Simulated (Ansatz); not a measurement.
**SiH3I (SMILES [SiH3]I): single points off equilibrium**

A test off equilibrium: a structure displaced at random from a GFN2-xTB minimum is computed at several levels, and each is set against CCSD(T).

The runs use Ansatz 0.2.0, Gaussian basis; single points in def2-TZVPP.

Correlated methods freeze the cores. Filled d shells of the heavier atoms are correlated. Core potentials replace the inner electrons past krypton, and spin-orbit coupling is left out. B3LYP uses VWN-RPA correlation.

## Step 1: The starting structure

SMILES `[SiH3]I`, 5 atoms, charge 0, spin multiplicity 1.

Atoms are counted from 1 here; the program's logs count them from 0.

Bond lengths: Si1–I2 2.393 Å, Si1–H3 1.550 Å, Si1–H4 1.608 Å, Si1–H5 1.707 Å. Angles: I2–Si1–H3 111.2°, I2–Si1–H4 103.0°, I2–Si1–H5 105.2°, H3–Si1–H4 115.5°, H3–Si1–H5 111.4°, H4–Si1–H5 109.9°.

As a file:

```
Si   -0.1667    0.1257   -0.0770
I     1.8775   -0.7974    0.7577
H    -1.2408    0.2067    1.0373
H    -0.5234   -0.8400   -1.3117
H     0.2471    1.6778   -0.6556
```

## Step 2: CCSD(T)/def2-TZVPP

The input, run/in.yaml:

```yaml
crystal:
  periodic: [false, false, false]
  atoms:
    - {symbol: Si, position_ang: [-0.166700, 0.125700, -0.077000]}
    - {symbol: I, position_ang: [1.877500, -0.797400, 0.757700]}
    - {symbol: H, position_ang: [-1.240800, 0.206700, 1.037300]}
    - {symbol: H, position_ang: [-0.523400, -0.840000, -1.311700]}
    - {symbol: H, position_ang: [0.247100, 1.677800, -0.655600]}
basis:
  gaussian: {orbitals: def2-TZVPP}
correlation: {method: ccsd_t}
output: {forces: true}
```

The command line of these runs was not kept.

## Step 3: PBE0-D4/def2-TZVPP

Edit run/in.yaml of step 2 so:

```diff
@@ -10,3 +10,3 @@
   gaussian: {orbitals: def2-TZVPP}
-correlation: {method: ccsd_t}
-output: {forces: true}
+hamiltonian: {xc: pbe0, dispersion: d4}
+output: {forces: true, orbitals: {seedname: orbitals}}
```

## Step 4: wB97M-V/def2-TZVPP

Edit run/in.yaml of step 3 so:

```diff
@@ -10,3 +10,3 @@
   gaussian: {orbitals: def2-TZVPP}
-hamiltonian: {xc: pbe0, dispersion: d4}
-output: {forces: true, orbitals: {seedname: orbitals}}
+hamiltonian: {xc: {name: wB97M-V}}
+output: {forces: true}
```

## Step 5: r2SCAN-D4/def2-TZVPP

Edit run/in.yaml of step 4 so:

```diff
@@ -10,3 +10,3 @@
   gaussian: {orbitals: def2-TZVPP}
-hamiltonian: {xc: {name: wB97M-V}}
+hamiltonian: {xc: r2scan, dispersion: d4}
 output: {forces: true}
```

## Step 6: PBE-D4/def2-TZVPP

Edit run/in.yaml of step 5 so:

```diff
@@ -10,3 +10,3 @@
   gaussian: {orbitals: def2-TZVPP}
-hamiltonian: {xc: r2scan, dispersion: d4}
+hamiltonian: {xc: pbe, dispersion: d4}
 output: {forces: true}
```

## Step 7: BHLYP-D4/def2-TZVPP

Edit run/in.yaml of step 6 so:

```diff
@@ -10,3 +10,3 @@
   gaussian: {orbitals: def2-TZVPP}
-hamiltonian: {xc: pbe, dispersion: d4}
+hamiltonian: {xc: {name: BHLYP}, dispersion: d4}
 output: {forces: true}
```

## Step 8: B3LYP-D4/def2-TZVPP

Edit run/in.yaml of step 7 so:

```diff
@@ -10,3 +10,3 @@
   gaussian: {orbitals: def2-TZVPP}
-hamiltonian: {xc: {name: BHLYP}, dispersion: d4}
+hamiltonian: {xc: {name: B3LYP}, dispersion: d4}
 output: {forces: true}
```

(Steps that only read results are left out.)

Before running it: what results should come out? Wanted: energy less free atoms, CCSD(T)/def2-TZVPP; RMS force component; RMS force error; HOMO and LUMO, PBE0-D4; T1 diagnostic.

**Answer**, as computed:

| quantity | value |
| --- | --- |
| energy less free atoms, CCSD(T)/def2-TZVPP | -288.8 kcal/mol |
| RMS force component | 0.965 to 1.147 eV/Å over the methods |
| RMS force error | PBE0-D4 0.065, wB97M-V 0.047, r2SCAN-D4 0.052, PBE-D4 0.165, BHLYP-D4 0.062, B3LYP-D4 0.083 eV/Å |
| HOMO and LUMO, PBE0-D4 | -7.70 and -0.68 eV |
| T1 diagnostic | 0.009 |

What this shows: Against CCSD(T) the functionals' energies less atoms differ by -7.3 to -1.9 kcal/mol, PBE-D4 by -4.9 kcal/mol. The reference is not at the basis limit: in triple zeta CCSD(T) underbinds, which counts against methods that bind more; the gaps are no ranking. On forces the order runs from wB97M-V to PBE-D4. Frozen-core CCSD(T) forces in triple zeta carry basis errors of their own, and this is one geometry, so small gaps rank nothing.
